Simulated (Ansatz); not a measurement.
The system is SnSe2.

```xyz
3
Lattice="3.8110 0.0000 0.0000 -1.9055 3.3004 0.0000 0.0000 0.0000 6.1360" Properties=species:S:1:pos:R:3 pbc="T T T"
Sn    0.0000    0.0000    0.0000
Se    1.9055    1.1001    4.6081
Se    0.0000    2.2003    1.5279
```

```yaml
Program: Ansatz 0.2.0
Task: relaxation of cell and atoms
Functional: r2SCAN
Dispersion: rVV10
Potentials_or_basis: Ansatz PAW
Cutoff: "500 eV (not typed: the program's choice for these potentials)"
k_mesh: 8 × 8 × 5
Occupations: fermi-dirac, width 0.05 eV
Spin: no spin polarisation
```

At the start: volume 25.73 Å³/atom.

Q: Where does the relaxation end?

A: It ends after 5 steps and the volume is 26.32 Å³/atom (+2.3 %); space group P-3m1 (No. 164, to 0.05 Å).

Step by step:
```csv
step,energy change (eV),largest force (eV/Å),volume (Å³)
1,0.0000,0.5497,77.18
2,-0.0298,0.0624,78.97
3,-0.0304,0.0039,78.90
4,-0.0305,0.0029,78.95
5,-0.0306,0.0028,78.95
```

Final structure:
```cif
data_structure
_symmetry_space_group_name_H-M 'P 1'
_symmetry_Int_Tables_number 1
_cell_length_a 3.8265
_cell_length_b 3.8265
_cell_length_c 6.2266
_cell_angle_alpha 90.000
_cell_angle_beta 90.000
_cell_angle_gamma 120.000
_cell_volume 78.95
loop_
_atom_site_label
_atom_site_type_symbol
_atom_site_fract_x
_atom_site_fract_y
_atom_site_fract_z
_atom_site_occupancy
Sn1 Sn 0.00000 0.00000 0.00000 1
Se1 Se 0.66667 0.33333 0.74701 1
Se2 Se 0.33333 0.66667 0.25299 1
```

Caveat: the plane-wave basis is chosen anew once the cell has moved, so the energies of steps on either side of that aren't comparable; the PAW data sets come from PBE, with cores solved anew for the run's functional, which leaves a small shift of forces and pressure.
